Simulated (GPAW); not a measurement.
NiMoIrPdW:

```xyz
5
Lattice="4.1467 0.0000 0.0000 -2.0734 3.5911 0.0000 0.0000 0.0000 5.4163" Properties=species:S:1:pos:R:3 pbc="T T T"
Ni    0.0000    0.0000    0.1203
Mo    2.0734    1.1970    2.4913
Pd    0.0000    2.3941    4.0406
Ir    0.0000    2.3941    1.3888
W     2.0734    1.1970    5.4155
```

The cell was built by a generator and needn't be a form met in nature.

Base run:

* Program: GPAW 26.7.0
* Functional: revPBE
* Potentials or basis: the program's PAW data sets (release 1.2.1) made for this functional
* Cutoff: 600 eV
* Basis: pw
* k mesh: 5 × 5 × 4
* Occupations: fermi-dirac, width 0.05 eV
* Spin: collinear spin, ferromagnetic start
* Starting moments: [1.0, 1.0, 0.0, 0.6, 0.0] μB

Its results: pressure 3.3 GPa; net moment 0.00 μB per cell; largest force 0.122 eV/Å.

Problem. The run is repeated on the same cell with these changes: functional from revPBE to BLYP; potentials or basis from the program's PAW data sets (release 1.2.1) made for this functional to PAW data sets generated in the run's folder for this functional. What comes out?

Solution. Pressure 8.8 GPa; net moment 0.00 μB per cell; largest force 0.420 eV/Å.

Caveats: the stock nickel data set gives pressures a few GPa off other programs.
